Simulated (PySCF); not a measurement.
# A gas-phase reaction: CH4Cl2Si + H2 → Cl2H2Si + CH4

Aim: the reaction energy of `C[SiH](Cl)Cl` + `[H][H]` → `Cl[SiH2]Cl` + `C`.

Computed with PySCF 2.14.0; each step states its level. No surroundings beyond the atoms listed, unless a continuum is named. Atoms count from 0, parts from 1.

### Step 1. Starting point

Each species was relaxed by itself at PBE0-D3(BJ)/def2-SVPD.

### Step 2. Energies of the species: wB97M-D3(BJ)/def2-TZVPD

What the job is given:

```
{"job": {"kind": "react", "xc": "wB97M-D3(BJ)", "basis": "def2-TZVPD"}, "charge": 0, "multiplicity": 1}
-1 CH4Cl2Si charge 0 multiplicity 1
C     -1.106820    -0.254840    -0.116700
Si     0.689830     0.090810     0.172420
Cl     1.342480     1.565210    -1.131220
Cl     1.800490    -1.622690    -0.188200
H     -1.455060    -1.037770     0.572960
H     -1.271040    -0.595810    -1.148460
H     -1.698700     0.656710     0.052150
H      1.015610     0.544660     1.545600

-1 H2 charge 0 multiplicity 1
H      0.380290    -0.001970     0.002950
H     -0.380290     0.001970    -0.002950

+1 Cl2H2Si charge 0 multiplicity 1
Cl     1.738190     0.910850     0.086820
Si     0.005100    -0.211880     0.089980
Cl    -1.630330     1.047980     0.039540
H     -0.044650    -0.989240     1.349410
H     -0.011610    -1.047080    -1.132790

+1 CH4 charge 0 multiplicity 1
C      0.001460     0.001870     0.000650
H     -0.427600    -0.305660     0.962260
H      0.018920     1.097130    -0.058410
H     -0.609840    -0.398730    -0.817400
H      1.024410    -0.385190    -0.083850
```

With the program's defaults for keys left out, this is: wB97M-D3(BJ)/def2-TZVPD reaction energy of separated species, gas phase.

Started as:

```bash
$ OMP_NUM_THREADS=1 python cluster_run.py task.json out
```

The driver reads the jobs from task.json and runs them one after another.

The log of the run:

```text
species 1 (CH4Cl2Si)
coarse grid: 34112 points
cycle   1  E = -1250.6769691447  dE =  2.457e-01  |g| = 3.995e-01  |ddm| = 2.130e+00
cycle   2  E = -1250.6994182231  dE = -2.245e-02  |g| = 3.317e-01  |ddm| = 7.240e-01
cycle   3  E = -1250.7246959597  dE = -2.528e-02  |g| = 2.292e-02  |ddm| = 2.975e-01
cycle   4  E = -1250.7248595194  dE = -1.636e-04  |g| = 7.665e-03  |ddm| = 3.933e-02
cycle   5  E = -1250.7248815036  dE = -2.198e-05  |g| = 3.679e-03  |ddm| = 1.705e-02
cycle   6  E = -1250.7248856857  dE = -4.182e-06  |g| = 5.550e-04  |ddm| = 4.374e-03
final grid: 68120 points
cycle   7  E = -1250.7247294234  dE = -2.167e-07  |g| = 2.948e-04  |ddm| = 4.176e-03
cycle   8  E = -1250.7247294519  dE = -2.852e-08  |g| = 1.970e-04  |ddm| = 7.003e-04
cycle   9  E = -1250.7247294618  dE = -9.880e-09  |g| = 4.087e-05  |ddm| = 1.614e-04
cycle  10  E = -1250.7247294633  dE = -1.555e-09  |g| = 1.474e-05  |ddm| = 1.237e-04
cycle  11  E = -1250.7247294634  dE = -8.140e-11  |g| = 2.292e-06  |ddm| = 2.536e-05
converged SCF energy = -1250.7247294634

species 2 (H2)
coarse grid: 4944 points
cycle   1  E = -1.1694182444  dE = -2.751e-01  |g| = 9.866e-03  |ddm| = 4.504e-01
cycle   2  E = -1.1694524931  dE = -3.425e-05  |g| = 1.161e-03  |ddm| = 9.676e-03
cycle   3  E = -1.1694531753  dE = -6.822e-07  |g| = 1.815e-04  |ddm| = 1.918e-03
final grid: 10744 points
cycle   4  E = -1.1694517468  dE = -2.408e-08  |g| = 4.115e-05  |ddm| = 3.872e-04
cycle   5  E = -1.1694517481  dE = -1.271e-09  |g| = 9.632e-06  |ddm| = 9.179e-05
cycle   6  E = -1.1694517481  dE = -7.534e-11  |g| = 3.020e-07  |ddm| = 2.874e-05
converged SCF energy = -1.1694517481

species 3 (Cl2H2Si)
coarse grid: 23992 points
cycle   1  E = -1211.3219480031  dE =  1.092e-01  |g| = 3.847e-01  |ddm| = 1.637e+00
cycle   2  E = -1211.3422033248  dE = -2.026e-02  |g| = 3.324e-01  |ddm| = 6.029e-01
cycle   3  E = -1211.3683737722  dE = -2.617e-02  |g| = 1.906e-02  |ddm| = 2.648e-01
cycle   4  E = -1211.3684875059  dE = -1.137e-04  |g| = 4.858e-03  |ddm| = 2.738e-02
cycle   5  E = -1211.3685024269  dE = -1.492e-05  |g| = 1.247e-03  |ddm| = 1.216e-02
cycle   6  E = -1211.3685031179  dE = -6.910e-07  |g| = 3.572e-04  |ddm| = 1.758e-03
final grid: 46168 points
cycle   7  E = -1211.3684899446  dE = -1.070e-07  |g| = 1.935e-04  |ddm| = 1.413e-03
cycle   8  E = -1211.3684899576  dE = -1.297e-08  |g| = 1.139e-04  |ddm| = 2.756e-04
cycle   9  E = -1211.3684899613  dE = -3.721e-09  |g| = 2.649e-05  |ddm| = 9.008e-05
cycle  10  E = -1211.3684899620  dE = -6.362e-10  |g| = 1.136e-05  |ddm| = 6.353e-05
converged SCF energy = -1211.3684899620

species 4 (CH4)
coarse grid: 15072 points
cycle   1  E = -40.5278847006  dE = -1.934e-01  |g| = 1.334e-01  |ddm| = 1.251e+00
cycle   2  E = -40.5302973864  dE = -2.413e-03  |g| = 8.952e-02  |ddm| = 1.943e-01
cycle   3  E = -40.5321625521  dE = -1.865e-03  |g| = 5.681e-03  |ddm| = 4.935e-02
cycle   4  E = -40.5321722702  dE = -9.718e-06  |g| = 3.948e-04  |ddm| = 1.278e-02
final grid: 32696 points
cycle   5  E = -40.5321639109  dE = -1.072e-07  |g| = 1.025e-04  |ddm| = 3.431e-03
cycle   6  E = -40.5321639182  dE = -7.264e-09  |g| = 3.542e-05  |ddm| = 8.598e-04
cycle   7  E = -40.5321639188  dE = -6.307e-10  |g| = 1.909e-05  |ddm| = 2.409e-04
converged SCF energy = -40.5321639188

Reaction energy = -2.777 kcal/mol
```

It took 32 s on 1 thread of Arm Neoverse N1, shared host; peak memory 0.75 GiB.

Species by species (with the dispersion term, which the log's SCF energies lack):

| ν | species | energy (Eh) | HOMO (eV) |
| --- | --- | --- | --- |
| -1 | C[SiH](Cl)Cl | -1250.73418 | -11.21 |
| -1 | [H][H] | -1.16967 | -14.48 |
| +1 | Cl[SiH2]Cl | -1211.37371 | -11.47 |
| +1 | C | -40.53455 | -13.46 |

### Step 3. Reaction energy: PBE0-D3(BJ)/def2-TZVPD

Same as in step 2 but for these lines:

```diff
@@ -1,2 +1,2 @@
-{"job": {"kind": "react", "xc": "wB97M-D3(BJ)", "basis": "def2-TZVPD"}, "charge": 0, "multiplicity": 1}
+{"job": {"kind": "react", "xc": "PBE0", "basis": "def2-TZVPD", "disp": "d3bj"}, "charge": 0, "multiplicity": 1}
 -1 CH4Cl2Si charge 0 multiplicity 1
```

With the program's defaults for keys left out, this is: PBE0-D3(BJ)/def2-TZVPD reaction energy of separated species, gas phase.

The log of the run:

```text
species 1 (CH4Cl2Si)
coarse grid: 8440 points
cycle   1  E = -1250.0654727339  dE =  1.761e-01  |g| = 4.054e-01  |ddm| = 2.236e+00
cycle   2  E = -1250.0565216705  dE =  8.951e-03  |g| = 4.531e-01  |ddm| = 7.849e-01
cycle   3  E = -1250.1058730461  dE = -4.935e-02  |g| = 4.307e-02  |ddm| = 3.919e-01
cycle   4  E = -1250.1062273945  dE = -3.543e-04  |g| = 1.939e-02  |ddm| = 4.473e-02
cycle   5  E = -1250.1063256041  dE = -9.821e-05  |g| = 3.997e-03  |ddm| = 1.633e-02
cycle   6  E = -1250.1063292285  dE = -3.624e-06  |g| = 1.589e-03  |ddm| = 3.970e-03
final grid: 68120 points
cycle   7  E = -1250.1045848674  dE = -2.509e-05  |g| = 6.227e-03  |ddm| = 8.394e-02
cycle   8  E = -1250.1045815830  dE =  3.284e-06  |g| = 6.984e-03  |ddm| = 8.439e-03
cycle   9  E = -1250.1045934679  dE = -1.188e-05  |g| = 4.602e-04  |ddm| = 4.776e-03
cycle  10  E = -1250.1045935030  dE = -3.512e-08  |g| = 1.146e-04  |ddm| = 4.515e-04
cycle  11  E = -1250.1045935058  dE = -2.741e-09  |g| = 4.146e-05  |ddm| = 1.315e-04
cycle  12  E = -1250.1045935062  dE = -4.648e-10  |g| = 9.020e-06  |ddm| = 3.970e-05
converged SCF energy = -1250.1045935062

species 2 (H2)
coarse grid: 1240 points
cycle   1  E = -1.1670607630  dE = -2.327e-01  |g| = 2.266e-02  |ddm| = 4.588e-01
cycle   2  E = -1.1672481801  dE = -1.874e-04  |g| = 3.232e-03  |ddm| = 1.896e-02
cycle   3  E = -1.1672526355  dE = -4.455e-06  |g| = 9.770e-05  |ddm| = 2.761e-03
final grid: 10744 points
cycle   4  E = -1.1681369395  dE = -1.932e-06  |g| = 2.742e-04  |ddm| = 1.574e-03
cycle   5  E = -1.1681369678  dE = -2.830e-08  |g| = 3.989e-05  |ddm| = 2.445e-04
cycle   6  E = -1.1681369685  dE = -6.322e-10  |g| = 1.267e-06  |ddm| = 3.107e-05
converged SCF energy = -1.1681369685

species 3 (Cl2H2Si)
coarse grid: 6112 points
cycle   1  E = -1210.7782310027  dE =  1.090e-01  |g| = 3.104e-01  |ddm| = 1.660e+00
cycle   2  E = -1210.7664718182  dE =  1.176e-02  |g| = 3.814e-01  |ddm| = 5.913e-01
cycle   3  E = -1210.8033985605  dE = -3.693e-02  |g| = 3.547e-02  |ddm| = 3.190e-01
cycle   4  E = -1210.8036248231  dE = -2.263e-04  |g| = 1.177e-02  |ddm| = 2.608e-02
cycle   5  E = -1210.8036575449  dE = -3.272e-05  |g| = 2.136e-03  |ddm| = 1.000e-02
cycle   6  E = -1210.8036585030  dE = -9.581e-07  |g| = 5.727e-04  |ddm| = 2.071e-03
final grid: 46168 points
cycle   7  E = -1210.8046536250  dE = -1.364e-05  |g| = 3.566e-03  |ddm| = 1.966e-02
cycle   8  E = -1210.8046535981  dE =  2.690e-08  |g| = 2.971e-03  |ddm| = 4.673e-03
cycle   9  E = -1210.8046551499  dE = -1.552e-06  |g| = 4.668e-04  |ddm| = 2.638e-03
cycle  10  E = -1210.8046552129  dE = -6.300e-08  |g| = 8.746e-05  |ddm| = 3.903e-04
cycle  11  E = -1210.8046552148  dE = -1.891e-09  |g| = 1.584e-05  |ddm| = 7.668e-05
cycle  12  E = -1210.8046552149  dE = -6.457e-11  |g| = 4.536e-06  |ddm| = 1.348e-05
converged SCF energy = -1210.8046552149

species 4 (CH4)
coarse grid: 3568 points
cycle   1  E = -40.4580546101  dE = -2.008e-01  |g| = 2.716e-01  |ddm| = 1.404e+00
cycle   2  E = -40.4544063806  dE =  3.648e-03  |g| = 2.994e-01  |ddm| = 3.083e-01
cycle   3  E = -40.4772273996  dE = -2.282e-02  |g| = 2.109e-03  |ddm| = 1.506e-01
cycle   4  E = -40.4772282228  dE = -8.233e-07  |g| = 2.137e-04  |ddm| = 2.683e-03
final grid: 32696 points
cycle   5  E = -40.4741146430  dE = -1.435e-05  |g| = 4.514e-03  |ddm| = 6.094e-02
cycle   6  E = -40.4741136041  dE =  1.039e-06  |g| = 4.945e-03  |ddm| = 6.354e-03
cycle   7  E = -40.4741195439  dE = -5.940e-06  |g| = 3.250e-05  |ddm| = 2.497e-03
cycle   8  E = -40.4741195442  dE = -3.416e-10  |g| = 1.008e-05  |ddm| = 1.193e-04
converged SCF energy = -40.4741195442

Reaction energy = -2.540 kcal/mol
```

Wall time 17 s (1 thread of Arm Neoverse N1, shared host); peak memory 0.64 GiB.

Reaction energy at this level: -2.54 kcal/mol.

### Step 4. Side by side

Energies in kcal/mol, with wall time:

| run | reaction | time |
| --- | --- | --- |
| wB97M-D3(BJ)/def2-TZVPD | -2.78 | 32 s |
| PBE0-D3(BJ)/def2-TZVPD | -2.54 | 17 s |

### Step 5. Summary of results

| quantity | value |
| --- | --- |
| reaction energy (wB97M-D3(BJ)/def2-TZVPD) | -2.78 kcal/mol |
| ΔH, ΔG at 298 K (xTB thermal terms) | +1.0, +0.4 kcal/mol |
| range of the reaction energy over the runs of this table | -2.78 to -2.54 kcal/mol |

In words: The reaction is endothermic by 1.0 kcal/mol in the gas phase; dispersion gives +1.28, and xTB itself gave -24.37 for the electronic energy (xTB energies and thermal terms come from the earlier relaxation of each species, not shown). No barrier was sought. xTB and this level differ widely in the electronic energy, so what comes from xTB (the thermal terms above all) is less safe here. The reaction energy runs from -2.78 (wB97M-D3(BJ)/def2-TZVPD) to -2.54 kcal/mol (PBE0-D3(BJ)/def2-TZVPD).
